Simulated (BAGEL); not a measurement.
**CH3FGeS (SMILES F[CH]1[S][GeH2]1) at B3LYP/cc-pVDZ (density fitting with qzvpp-jkfit)**

What is the energy change on altering one bond length of CH3FGeS at B3LYP/cc-pVDZ (density fitting with qzvpp-jkfit)? 

Program for the calculation: BAGEL 1.2.2.

8 further runs of the same task are left out: 7 that didn't finish, 1 set aside as unsound or not needed.

## 1. The structure to begin with

CH3FGeS: 7 atoms, total charge 0, spin state singlet. As SMILES, `F[CH]1[S][GeH2]1`. The shape is that of a PBE0-D4/def2-TZVP optimisation.

Bond lengths: F1–C2 1.364 Å, C2–S3 1.820 Å, C2–Ge4 1.943 Å, S3–Ge4 2.204 Å, C2–H5 1.087 Å, Ge4–H6 1.527 Å, Ge4–H7 1.525 Å. Some angles: F1–C2–S3 115.4°, F1–C2–Ge4 118.9°, S3–C2–Ge4 71.6°, C2–S3–Ge4 56.8°, C2–Ge4–S3 51.6°, F1–C2–H5 110.0°, S3–C2–H5 114.3°, Ge4–C2–H5 121.6°, C2–Ge4–H6 121.4°, C2–Ge4–H7 117.7°.

## 2. A single-point energy at B3LYP/cc-pVDZ (density fitting with qzvpp-jkfit)

File input.json:

```json
{ "bagel": [

{
  "title": "molecule",
  "basis": "cc-pvdz.json",
  "df_basis": "qzvpp-jkfit",
  "angstrom": true,
  "geometry": [
    { "atom": "F", "xyz": [      -0.249100,      -0.099400,      -1.988100 ] },
    { "atom": "C", "xyz": [      -0.596800,      -0.308400,      -0.686300 ] },
    { "atom": "S", "xyz": [       0.265900,      -1.680400,       0.141800 ] },
    { "atom": "Ge", "xyz": [       0.527900,       0.431200,       0.715500 ] },
    { "atom": "H", "xyz": [      -1.678800,      -0.337800,      -0.591600 ] },
    { "atom": "H", "xyz": [      -0.054800,       0.853200,       2.062900 ] },
    { "atom": "H", "xyz": [       1.846800,       1.073600,       0.300000 ] }
  ]
},

{
  "title": "ks",
  "xc_func": "b3lyp"
},

{
  "title": "print",
  "file": "orbitals.molden",
  "orbitals": true
}

]}
```

The basis set cc-pVDZ is read from a file made from the Basis Set Exchange's data (not shown).

On the command line:

```
$ BAGEL_NUM_THREADS=1 BAGEL input.json > input.out
```

The log of the run:

```text
* using 1 threads per process

  ===============================================================
  ===============================================================

  *** Geometry ***

  { "atom" : "F", "xyz" : [     -0.470731,     -0.187839,     -3.756965 ] },
  { "atom" : "C", "xyz" : [     -1.127789,     -0.582792,     -1.296919 ] },
  { "atom" : "S", "xyz" : [      0.502478,     -3.175496,      0.267963 ] },
  { "atom" : "Ge", "xyz" : [      0.997586,      0.814850,      1.352099 ] },
  { "atom" : "H", "xyz" : [     -3.172472,     -0.638349,     -1.117962 ] },
  { "atom" : "H", "xyz" : [     -0.103557,      1.612314,      3.898316 ] },
  { "atom" : "H", "xyz" : [      3.489946,      2.028810,      0.566918 ] },

  Number of auxiliary basis functions:      600

  Since a DF basis is specified, we compute 2- and 3-index integrals:
    o Being stored without compression. Storage requirement is 0.037 GB

  Number of basis functions:       88
  Number of electrons      :       66

    * METHOD: MOLECULE                             0.34

  *** Kohn-Sham DFT ***

    * Removing 12986 points whose weight is below 1.00e-10
    * Grid points: 91356

  === Nuclear Repulsion ===
   353.2609166561

       - DIIS with orbital gradients will be used.

  === KS iteration (b3lyp / cc-pvdz.json) ===
      0      -2581.43902099          0.09685909           0.37
      1      -2484.70156508          0.23481507           0.36
      2      -2556.32963891          0.09630793           0.36
      3      -2465.47922881          0.24461028           0.36
      4      -2512.33192898          0.18855624           0.36
      5      -2586.83792921          0.12214434           0.36
      6      -2592.58696843          0.14042201           0.36
      7      -2513.74906045          0.26815358           0.36
      8      -2561.64097952          0.11214939           0.36
      9      -2604.67881224          0.08451451           0.36
     10      -2610.84094773          0.05798466           0.36
     11      -2612.69897651          0.04983480           0.36
     12      -2613.13316933          0.04633933           0.36
     13      -2614.23054912          0.02802694           0.36
     14      -2613.47425759          0.04752716           0.36
     15      -2614.93940622          0.00314340           0.35
     16      -2614.94408236          0.00220986           0.35
     17      -2614.94805306          0.00049711           0.35
     18      -2614.94825903          0.00009052           0.36
     19      -2614.94826481          0.00004482           0.36
     20      -2614.94826655          0.00001260           0.35
     21      -2614.94826664          0.00000534           0.36
     22      -2614.94826666          0.00000133           0.35
     23      -2614.94826666          0.00000037           0.36
     24      -2614.94826666          0.00000017           0.35
     25      -2614.94826666          0.00000005           0.35
     26      -2614.94826666          0.00000001           0.36
     27      -2614.94826666          0.00000001           0.36
    * SCF iteration converged.

    * Permanent dipole moment:
           (    0.146215,    -0.686481,    -0.604058) a.u.

    * METHOD: KS                                  10.42

    * METHOD: PRINT                                0.01

  ===============================================================
```

It took 11 s on 1 thread of Arm Neoverse V2, shared host; peak memory 0.44 GiB.

## 3. The distorted shape

File dft.json:

```json
{ "bagel" : [

{
  "title" : "molecule",
  "basis" : "cc-pvdz.json",
  "df_basis" : "qzvpp-jkfit",
  "angstrom" : true,
  "geometry" : [
    { "atom" : "F", "xyz" : [      -0.196940,      -0.068047,      -2.183390 ] },
    { "atom" : "C", "xyz" : [      -0.596800,      -0.308400,      -0.686300 ] },
    { "atom" : "S", "xyz" : [       0.265900,      -1.680400,       0.141800 ] },
    { "atom" : "Ge", "xyz" : [       0.527900,       0.431200,       0.715500 ] },
    { "atom" : "H", "xyz" : [      -1.678800,      -0.337800,      -0.591600 ] },
    { "atom" : "H", "xyz" : [      -0.054800,       0.853200,       2.062900 ] },
    { "atom" : "H", "xyz" : [       1.846800,       1.073600,       0.300000 ] }
  ]
},

{
  "title" : "ks",
  "xc_func" : "b3lyp"
},

{
  "title" : "print",
  "file" : "orbitals.molden",
  "orbitals" : true
}

]}
```

The basis set cc-pVDZ is read from a file made from the Basis Set Exchange's data (not shown).

On the command line:

```
$ BAGEL_NUM_THREADS=1 BAGEL dft.json > dft.out
```

The log of the run:

```text
* using 1 threads per process

  ===============================================================
  ===============================================================

  *** Geometry ***

  { "atom" : "F", "xyz" : [     -0.372163,     -0.128590,     -4.126009 ] },
  { "atom" : "C", "xyz" : [     -1.127789,     -0.582792,     -1.296919 ] },
  { "atom" : "S", "xyz" : [      0.502478,     -3.175496,      0.267963 ] },
  { "atom" : "Ge", "xyz" : [      0.997586,      0.814850,      1.352099 ] },
  { "atom" : "H", "xyz" : [     -3.172472,     -0.638349,     -1.117962 ] },
  { "atom" : "H", "xyz" : [     -0.103557,      1.612314,      3.898316 ] },
  { "atom" : "H", "xyz" : [      3.489946,      2.028810,      0.566918 ] },

  Number of auxiliary basis functions:      600

  Since a DF basis is specified, we compute 2- and 3-index integrals:
    o Being stored without compression. Storage requirement is 0.037 GB

  Number of basis functions:       88
  Number of electrons      :       66

    * METHOD: MOLECULE                             0.34

  *** Kohn-Sham DFT ***

    * Removing 12726 points whose weight is below 1.00e-10
    * Grid points: 91616

  === Nuclear Repulsion ===
   345.6897713876

       - DIIS with orbital gradients will be used.

  === KS iteration (b3lyp / cc-pvdz.json) ===
      0      -2580.86034417          0.09449686           0.38
      1      -2479.60201429          0.24157077           0.36
      2      -2557.42546625          0.09575987           0.36
      3      -2468.82255928          0.21694871           0.36
      4      -2570.55681931          0.13539638           0.36
      5      -2600.97505392          0.09938215           0.36
      6      -2586.00433795          0.23289660           0.36
      7      -2509.48377236          0.21439910           0.36
      8      -2558.06916013          0.12292771           0.36
      9      -2607.39407065          0.06423961           0.36
     10      -2613.54023515          0.03813543           0.36
     11      -2610.04714199          0.07716885           0.36
     12      -2614.85412002          0.01079632           0.36
     13      -2614.80683647          0.01361564           0.36
     14      -2614.93257469          0.00106991           0.36
     15      -2614.93292323          0.00069163           0.36
     16      -2614.93332765          0.00013731           0.36
     17      -2614.93334216          0.00003305           0.36
     18      -2614.93334251          0.00002359           0.37
     19      -2614.93334306          0.00000484           0.37
     20      -2614.93334308          0.00000077           0.37
     21      -2614.93334308          0.00000058           0.37
     22      -2614.93334308          0.00000020           0.38
     23      -2614.93334308          0.00000008           0.38
     24      -2614.93334308          0.00000002           0.37
     25      -2614.93334308          0.00000001           0.37
    * SCF iteration converged.

    * Permanent dipole moment:
           (    0.113266,    -0.596882,    -1.043202) a.u.

    * METHOD: KS                                   9.91

    * METHOD: PRINT                                0.01

  ===============================================================
```

Wall time 11 s (1 thread of Arm Neoverse V2, shared host); peak memory 0.44 GiB.

## 4. What came out

Level: B3LYP/cc-pVDZ (density fitting with qzvpp-jkfit).

| quantity | value |
| --- | --- |
| first shape: total energy | -2614.94827 Eh |
| first shape: dipole moment | 2.35 D |
| first shape: HOMO energy | -6.85 eV |
| first shape: LUMO energy | -0.84 eV |
| first shape: HOMO–LUMO gap | 6.02 eV |
| distorted shape: total energy | -2614.93334 Eh |
| distorted shape: dipole moment | 3.07 D |
| distorted shape: HOMO energy | -7.11 eV |
| distorted shape: LUMO energy | -1.03 eV |
| distorted shape: HOMO–LUMO gap | 6.09 eV |
| energy change with the F1–C2 bond stretched from 1.364 to 1.568 Å | 0.406 eV |

**Reading.** With the F1–C2 bond stretched from 1.364 to 1.568 Å the energy rises by 0.41 eV (9.4 kcal/mol). The first shape isn't relaxed at this level, so the change isn't measured from a minimum.
